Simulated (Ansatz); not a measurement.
Geometry optimisation, DFT LDA, scalar-relativistic, plane waves, PAW in Ansatz.

input.yaml

```yaml
crystal:
  lattice:
    - [10.86, 0.0, 0.0]
    - [0.0, 10.86, 0.0]
    - [0.0, 0.0, 10.86]
  atoms:
    - { symbol: Si, position: [0.5, 0.0, 0.0] }
    - { symbol: Si, position: [0.625, 0.125, 0.125] }
    - { symbol: Si, position: [0.75, 0.25, 0.0] }
    - { symbol: Si, position: [0.875, 0.375, 0.125] }
    - { symbol: P, position: [0.875, -0.125, 0.125] }
    - { symbol: Si, position: [0.875, 0.125, 0.375] }
    - { symbol: Si, position: [0.0, 0.0, 0.0] }
    - { symbol: Si, position: [0.125, 0.125, 0.125] }
    - { symbol: Si, position: [0.25, 0.25, 0.0] }
    - { symbol: Si, position: [0.375, 0.375, 0.125] }
    - { symbol: Si, position: [0.5, 0.5, 0.0] }
    - { symbol: Si, position: [0.625, 0.625, 0.125] }
    - { symbol: Si, position: [0.75, 0.75, 0.0] }
    - { symbol: Si, position: [0.25, 0.0, 0.25] }
    - { symbol: Si, position: [0.375, 0.125, 0.375] }
    - { symbol: Si, position: [0.5, 0.25, 0.25] }
    - { symbol: Si, position: [0.625, 0.375, 0.375] }
    - { symbol: Si, position: [0.75, 0.5, 0.25] }
    - { symbol: Si, position: [0.875, 0.625, 0.375] }
    - { symbol: Si, position: [0.5, 0.0, 0.5] }
    - { symbol: Si, position: [0.625, 0.125, 0.625] }
    - { symbol: Si, position: [0.75, 0.25, 0.5] }
    - { symbol: Si, position: [0.875, 0.375, 0.625] }
    - { symbol: Si, position: [0.75, 0.0, 0.75] }
    - { symbol: Si, position: [0.875, 0.125, 0.875] }
    - { symbol: Si, position: [0.0, 0.5, 0.0] }
    - { symbol: Si, position: [0.125, 0.625, 0.125] }
    - { symbol: Si, position: [0.25, 0.75, 0.0] }
    - { symbol: Si, position: [0.375, 0.875, 0.125] }
    - { symbol: Si, position: [0.0, 0.25, 0.25] }
    - { symbol: Si, position: [0.125, 0.375, 0.375] }
    - { symbol: Si, position: [0.25, 0.5, 0.25] }
    - { symbol: Si, position: [0.375, 0.625, 0.375] }
    - { symbol: Si, position: [0.5, 0.75, 0.25] }
    - { symbol: Si, position: [0.625, 0.875, 0.375] }
    - { symbol: Si, position: [0.0, 0.0, 0.5] }
    - { symbol: Si, position: [0.125, 0.125, 0.625] }
    - { symbol: Si, position: [0.25, 0.25, 0.5] }
    - { symbol: Si, position: [0.375, 0.375, 0.625] }
    - { symbol: Si, position: [0.5, 0.5, 0.5] }
    - { symbol: Si, position: [0.625, 0.625, 0.625] }
    - { symbol: Si, position: [0.75, 0.75, 0.5] }
    - { symbol: Si, position: [0.875, 0.875, 0.625] }
    - { symbol: Si, position: [0.25, 0.0, 0.75] }
    - { symbol: Si, position: [0.375, 0.125, 0.875] }
    - { symbol: Si, position: [0.5, 0.25, 0.75] }
    - { symbol: Si, position: [0.625, 0.375, 0.875] }
    - { symbol: Si, position: [0.75, 0.5, 0.75] }
    - { symbol: Si, position: [0.875, 0.625, 0.875] }
    - { symbol: Si, position: [0.0, 0.75, 0.25] }
    - { symbol: Si, position: [0.125, 0.875, 0.375] }
    - { symbol: Si, position: [0.0, 0.5, 0.5] }
    - { symbol: Si, position: [0.125, 0.625, 0.625] }
    - { symbol: Si, position: [0.25, 0.75, 0.5] }
    - { symbol: Si, position: [0.375, 0.875, 0.625] }
    - { symbol: Si, position: [0.0, 0.25, 0.75] }
    - { symbol: Si, position: [0.125, 0.375, 0.875] }
    - { symbol: Si, position: [0.25, 0.5, 0.75] }
    - { symbol: Si, position: [0.375, 0.625, 0.875] }
    - { symbol: Si, position: [0.5, 0.75, 0.75] }
    - { symbol: Si, position: [0.625, 0.875, 0.875] }
    - { symbol: Si, position: [0.0, 0.75, 0.75] }
    - { symbol: Si, position: [0.125, 0.875, 0.875] }
total_charge: 1
basis:
  ecutwfc: 420.0
kpoints:
  mp_grid: { grid: [1, 1, 1] }
hamiltonian:
  xc: lda
  pseudopotentials: { kind: paw, azcp: { folder: soft_1 } }
scf:
  occupations: { method: fermi_dirac, width: 0.05 }
  lower_state_search: "off"
relax:
  f_tol: 0.03
  max_steps: 60
  adjacent_minimum: "off"
output:
  write_density: true
  write_potential: true
  elf: true
  volumetric_format: npy
```

Run as:

```bash
$ ansatz run input.yaml --threads 4 --pin off --max-ram 10240MiB --backend cpu --events-out ev --progress --plain --runs-dir out
```

Problem. Where does it end, and by what steps?

Solution. It converged. Limits of this set-up: coarse k mesh, PAW files made for another functional, no spin, though dangling bonds at a vacancy may carry it, a typed lattice constant that wasn't relaxed here, charged cell in a uniform background, uncorrected. After 3 steps the energy has fallen by 0.195 eV; Si13 moved furthest, 0.10 Å.

```
step  energy less start (eV)  largest force component (eV/Å)  accepted
   0                  0.0000                           0.552       yes
   1                 -0.1693                           0.144       yes
   2                 -0.1934                           0.050       yes
   3                 -0.1952                           0.008       yes
```

```xyz
63
Lattice="10.8600 0.0000 0.0000 0.0000 10.8600 0.0000 0.0000 0.0000 10.8600" Properties=species:S:1:pos:R:3
Si 5.471 -0.017 0.036
Si 6.755 1.390 1.404
Si 8.162 2.674 0.036
Si 9.507 4.069 1.353
P 9.478 -1.333 1.382
Si 9.456 1.390 4.105
Si -0.012 -0.097 0.012
Si 1.331 1.310 1.359
Si 2.703 2.695 0.014
Si 4.068 4.077 1.354
Si 5.450 5.442 0.014
Si 6.835 6.814 1.359
Si 8.242 8.157 0.012
Si 2.722 -0.004 2.711
Si 4.047 1.368 4.083
Si 5.419 2.726 2.746
Si 6.777 4.098 4.083
Si 8.149 5.423 2.711
Si 9.501 6.814 4.025
Si 5.419 0.031 5.441
Si 6.777 1.368 6.813
Si 8.114 2.726 5.441
Si 9.506 4.077 6.792
Si 8.149 -0.004 8.138
Si 9.501 1.310 9.529
Si 0.015 5.409 -0.015
Si 1.370 6.775 1.329
Si 2.736 8.130 -0.015
Si 4.076 9.498 1.353
Si -0.036 2.674 2.698
Si 1.332 4.066 4.077
Si 2.717 5.428 2.711
Si 4.079 6.813 4.077
Si 5.471 8.181 2.698
Si 6.755 9.549 4.105
Si -0.036 -0.017 5.389
Si 1.332 1.362 6.781
Si 2.694 2.721 5.436
Si 4.069 4.076 6.791
Si 5.424 5.451 5.436
Si 6.783 6.813 6.781
Si 8.162 8.181 5.389
Si 9.507 9.498 6.784
Si 2.717 -0.004 8.143
Si 4.079 1.362 9.528
Si 5.424 2.721 8.166
Si 6.783 4.066 9.528
Si 8.149 5.428 8.143
Si 9.531 6.775 9.490
Si -0.012 8.157 2.618
Si 1.331 9.504 4.025
Si -0.014 5.442 5.410
Si 1.364 6.781 6.770
Si 2.703 8.159 5.410
Si 4.068 9.499 6.792
Si -0.014 2.695 8.157
Si 1.364 4.055 9.496
Si 2.720 5.425 8.140
Si 4.090 6.781 9.496
Si 5.450 8.159 8.157
Si 6.835 9.504 9.529
Si 0.015 8.130 8.124
Si 1.370 9.474 9.490
```

Whether the end is a true minimum wasn't checked by a vibrational analysis.

Run time: 21 s on 4 threads of Arm Neoverse V2 (shared host), peak memory 0.96 GiB.
